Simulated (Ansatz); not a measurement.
# Au: the crystal squeezed far

An exercise on one series of results from a longer session: the logs are not shown, and one member is left open.

Computed with Ansatz 0.2.0 (DFT, PBE, PAW with Ansatz's default frozen-core files, scalar-relativistic, unless a step's input says otherwise).

## The system as given

It takes space group Fm-3m (No. 225, cubic). Conventional cell: a = 4.157 Å, b = 4.157 Å, c = 4.157 Å, α = 90.00°, β = 90.00°, γ = 90.00°. Au (site symmetry m-3m) is surrounded by 12 Au at 2.94 Å.

Coordinates:

```cif
data_structure
_symmetry_space_group_name_H-M 'P 1'
_symmetry_Int_Tables_number 1
_cell_length_a 2.9391
_cell_length_b 2.9391
_cell_length_c 2.9391
_cell_angle_alpha 60.000
_cell_angle_beta 60.000
_cell_angle_gamma 60.000
_cell_volume 17.95
loop_
_atom_site_label
_atom_site_type_symbol
_atom_site_fract_x
_atom_site_fract_y
_atom_site_fract_z
_atom_site_occupancy
Au1 Au 0.00000 0.00000 0.00000 1
```

Whether this phase is the stable one at these pressures isn't tested.

The first run:

The input, input.yaml:

```yaml
crystal:
  lattice:
    - [0.0, 2.0782718017, 2.0782718017]
    - [2.0782718017, 0.0, 2.0782718017]
    - [2.0782718017, 2.0782718017, 0.0]
  atoms:
    - { symbol: Au, position: [0.0, 0.0, 0.0] }
kpoints:
  mp_grid: { grid: [17, 17, 17] }
scf:
  occupations: { method: fermi_dirac, width: 0.1 }
hamiltonian:
  xc: pbe
  pseudopotentials: { kind: paw }
output:
  forces: true
  stress: true
relax:
  f_tol: 0.005
  max_steps: 40
  cell: {}
```

Started as:

```sh
$ ansatz run input.yaml --threads 1 --pin off --max-ram 2048MiB --backend cpu --events-out ev --progress --plain --runs-dir out
```

Steps of the session up to this table: Cell relaxed at zero pressure, PAW; Volume scaled by 1, PAW; Volume scaled by 0.92, PAW; Volume scaled by 0.84, PAW; Volume scaled by 0.76, PAW; Volume scaled by 0.68, PAW; Volume scaled by 0.6, PAW; Volume scaled by 0.52, PAW; Volume scaled by 0.45, PAW.

One of the session's tables, all rows but one given; the rest of the session is left out.

```
method  volume over the first  volume (Å³/atom)  pressure (GPa)
   PAW                      1            17.965            0.00
   PAW                   0.92            16.528           14.89
   PAW                   0.84            15.091           40.53
   PAW                   0.76            13.653           84.78
   PAW                   0.68            12.216          162.27
   PAW                    0.6            10.779          301.52
   PAW                   0.52             9.342          562.12
   PAW                   0.45                 ?               ?
```

**Question.** Estimate the row for PAW, 0.45.

The run gave: volume (Å³/atom): 8.084; pressure (GPa): 992.28. In the column «volume (Å³/atom)» it is the lowest.
